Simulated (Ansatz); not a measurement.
# MnAs: the cost of one run

Computed with Ansatz 0.2.0 (DFT PBE, scalar-relativistic, plane waves, PAW, unless a step's input says otherwise).

The COD entry's cell or inner coordinates are ideal or old and differ from later refinements, so a difference from it is no clean test against experiment.

**1. The system as given**

It takes space group P6_3/mmc (No. 194, hexagonal). Conventional cell: a = 3.701 Å, b = 3.701 Å, c = 5.527 Å, α = 90.00°, β = 90.00°, γ = 120.00°. Mn (site symmetry -3m) is surrounded by 6 As at 2.54 Å and 2 Mn at 2.76 Å. As (site symmetry -6m2) has 6 Mn at 2.54 Å as nearest neighbours.

Structure file:

```
Mn As
1.0
     3.70109    0.00000    0.00000
    -1.85054    3.20524    0.00000
     0.00000    0.00000    5.52656
Mn As
2 2
Direct
  0.00000 0.00000 0.00000
  0.00000 0.00000 0.50000
  0.33333 0.66667 0.25000
  0.66667 0.33333 0.75000
```

This cell comes from an earlier session at PBE: 16.390 Å³/atom at 0.00 GPa, on a 6×6×4 mesh.

**2. Antiferromagnetic, in the cell as typed**

File input.yaml:

```yaml
crystal:
  lattice:
    - [3.7010870805, 0.0, 0.0]
    - [-1.8505435402, 3.2052354333, 0.0]
    - [0.0, 0.0, 5.5265593019]
  atoms:
    - { symbol: Mn, position: [0.0, 0.0, 0.0], spin: 3.5 }
    - { symbol: Mn, position: [0.0, 0.0, 0.5], spin: -3.5 }
    - { symbol: As, position: [0.3333333333, 0.6666666667, 0.25] }
    - { symbol: As, position: [0.6666666667, 0.3333333333, 0.75] }
basis:
  ecutwfc: 300
  ecutrho_ratio: 4
kpoints:
  mp_grid: { grid: [6, 6, 4] }
hamiltonian:
  xc: pbe
scf:
  occupations: { method: gaussian, width: 0.05 }
  lower_state_search: "off"
output:
  forces: true
  stress: true
  eigenvalues: true
  populations: true
magnetization:
  spin_polarized: true
```

Started as:

```sh
$ ansatz run input.yaml --threads 1 --pin off --max-ram 2560MiB --backend cpu --events-out ev --progress --plain --runs-dir out
```

What time and memory should one allow on 1 thread of Arm Neoverse N1, shared host?

About 12 s, with a peak of 0.41 GiB.
